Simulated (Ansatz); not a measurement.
# SiH2Cl2 (dichlorosilane (DCS)): PBE-QIDH/6-311+G(d,p)

Aim: the electronic atomisation energy of SiH2Cl2 (dichlorosilane (DCS)) at PBE-QIDH/6-311+G**, from 4 runs. 

Program for the calculation: Ansatz 0.2.0.

47 further runs of the same task are left out: 4 that didn't finish, 43 set aside as unsound or not needed.

## (1) Starting point

The species is SiH2Cl2 (5 atoms), meant as a singlet with charge 0. SMILES: `Cl[SiH2]Cl`. Geometry: relaxed at PBE0-D4/def2-TZVP.

Bond lengths: Cl1–Si2 2.040 Å, Si2–Cl3 2.040 Å, Si2–H4 1.476 Å, Si2–H5 1.476 Å. Angles: Cl1–Si2–Cl3 110.1°, Cl1–Si2–H4 108.5°, Cl1–Si2–H5 108.5°, Cl3–Si2–H4 108.5°, Cl3–Si2–H5 108.5°, H4–Si2–H5 112.7°.

## (2) A single-point energy at PBE-QIDH/6-311+G(d,p)

Input file job.yaml:

```yaml
basis:
  gaussian:
    orbitals: 6-311+G_st__st_-spherical.json
crystal:
  periodic: [false, false, false]
  atoms:
    - {symbol: Cl, position_ang: [-1.036100, -0.393400, 1.609300]}
    - {symbol: Si, position_ang: [0.136800, -0.071700, -0.028900]}
    - {symbol: Cl, position_ang: [-0.799200, 1.196800, -1.324000]}
    - {symbol: H, position_ang: [0.352000, -1.362200, -0.711200]}
    - {symbol: H, position_ang: [1.396500, 0.556600, 0.413400]}
accuracy: high
correlation:
  frozen_orbitals: {Cl: 5, H: 0, Si: 5}
hamiltonian:
  xc: {name: PBE-QIDH}
output: {orbitals: {seedname: orbitals}}
```

The basis set 6-311+G** is read from a file made from the Basis Set Exchange's data (not shown).

Started as:

```
$ ansatz run job.yaml --threads 1 --pin off --max-ram 3480MiB --events-out events.jsonl --progress --plain --runs-dir runs
```

The program printed:

```text
Warning: RAYON_NUM_THREADS=1 ignored (pool sized by the plan → 1); use --threads N
Functional definition: PBE-QIDH
  name "PBE-QIDH"
  parameter a = 3^(-1/3)
  parameter c = 1/3
  exchange = (1 - a)*pbe_x + a*exact_x
  correlation = (1 - c)*pbe_c + c*(mp2_os + mp2_ss)
1711 factors; integrals over basis functions are off by at most 4.4e-9 eV
mean field evaluation 1: about -32934.6080 eV, gradient 1.3e1 eV
mean field evaluation 2: about -32934.6558 eV, gradient 1.3e1 eV
mean field evaluation 4: about -32935.1850 eV, gradient 1.1e0 eV
mean field evaluation 8: about -32935.1905 eV, gradient 1.2e-2 eV
mean field evaluation 16: about -32935.1905 eV, gradient 2.7e-6 eV
mean field -32935.19045393 eV, -1210.3459249081 hartree, gradient 3.6e-8 eV, S^2 0.000000; 0 other end points of the search recorded, 0 dependent functions left out
15 core orbitals not correlated: weight in the atoms' cores, before any rotation towards them, 1.000 or more for the frozen orbitals, at most 0.000 for the correlated occupied ones
reference -32935.19045589 eV, -1210.3459249801 hartree; 10, 10 occupied and 77, 77 virtual orbitals, 1711 factors
second order -11.39249385 eV of doubles, -0.00000000 eV of singles
Total energy: -32938.98795384 eV, -1210.4854804557 hartree
```

Run time: 11 s. Hardware: 1 thread of Arm Neoverse V2, shared host; peak memory 0.3 GiB.

## (3) The Cl atom, same level

Input file molecule.yaml:

```yaml
basis:
  gaussian: {orbitals: 6-311+G_st__st_-spherical.json}
crystal:
  periodic: [false, false, false]
  atoms:
    - symbol: Cl
      position_ang: [0.000000, 0.000000, 0.000000]
total_charge: 0
magnetization: {spin_polarized: true, initial_magnetization: 1}
hamiltonian: {xc: {name: PBE-QIDH}}
correlation: {frozen_orbitals: {Cl: 5}}
accuracy: high
```

The basis set 6-311+G** is read from a file made from the Basis Set Exchange's data (not shown).

Run the same way, it converges to -459.89454 Eh (log not shown).

## (4) The H atom, same level

Input file run.yaml:

```yaml
crystal:
  periodic: [false, false, false]
  atoms:
    - {symbol: H, position_ang: [0.000000, 0.000000, 0.000000]}
basis:
  gaussian:
    orbitals: 6-311+G_st__st_.json
magnetization:
  spin_polarized: true
  initial_magnetization: 1
hamiltonian:
  xc: {name: PBE-QIDH}
correlation:
  frozen_orbitals: {H: 0}
accuracy: high
```

The basis set 6-311+G** is read from a file made from the Basis Set Exchange's data (not shown).

Started as:

```
$ ansatz run run.yaml --threads 1 --pin off --max-ram 3480MiB --events-out events.jsonl --progress --plain --runs-dir runs
```

The program printed (excerpt; [...] marks lines left out):

```text
Warning: RAYON_NUM_THREADS=1 ignored (pool sized by the plan → 1); use --threads N
[... 6 set-up lines as earlier in the session ...]
21 factors; integrals over basis functions are off by at most 2.5e-9 eV
mean field evaluation 1: about -13.6292 eV, gradient 1.3e0 eV
mean field evaluation 2: about -13.6291 eV, gradient 1.3e0 eV
mean field evaluation 4: about -13.6546 eV, gradient 8.9e-4 eV
mean field evaluation 8: about -13.6545 eV, gradient 1.2e-5 eV
mean field -13.65449750 eV, -0.5017935280 hartree, gradient 3.8e-8 eV, S^2 0.750000; 0 other end points of the search recorded, 0 dependent functions left out
reference -13.65449831 eV, -0.5017935574 hartree; 1, 0 occupied and 5, 6 virtual orbitals, 21 factors
second order 0.00000000 eV of doubles, -0.00000000 eV of singles
Total energy: -13.65449831 eV, -0.5017935574 hartree
```

It took 0.12 s on 1 thread of Arm Neoverse V2, shared host.

## (5) The Si atom

Input file input.yaml:

```yaml
crystal:
  periodic: [false, false, false]
  atoms:
    - {symbol: Si, position_ang: [0.000000, 0.000000, 0.000000]}
basis:
  gaussian:
    orbitals: 6-311+G_st__st_-spherical.json
accuracy: high
magnetization:
  spin_polarized: true
  initial_magnetization: 2
hamiltonian:
  xc: {name: PBE-QIDH}
correlation:
  frozen_orbitals: {Si: 5}
```

The basis set 6-311+G** is read from a file made from the Basis Set Exchange's data (not shown).

Run the same way, it converges to -289.15428 Eh (log not shown).

## (6) Results

At PBE-QIDH/6-311+G**, 15 core orbitals frozen:

| quantity | value |
| --- | --- |
| molecule: total energy | -1210.48548 Eh |
| molecule: HOMO energy (SCF part's orbitals) | -11.37 eV |
| molecule: LUMO energy (SCF part's orbitals) | 0.98 eV |
| molecule: HOMO–LUMO gap (SCF part's orbitals) | 12.34 eV |
| Cl atom: total energy | -459.89454 Eh |
| Cl atom: ⟨S²⟩ | 0.754 |
| H atom: total energy | -0.50179 Eh |
| H atom: ⟨S²⟩ | 0.750 |
| Si atom: total energy | -289.15428 Eh |
| Si atom: ⟨S²⟩ | 2.004 |
| electronic atomisation energy | 14.654 eV |

**Reading.** Taking the molecule apart into free atoms costs 14.65 eV (1414 kJ/mol), before zero-point energy and without spin-orbit coupling.
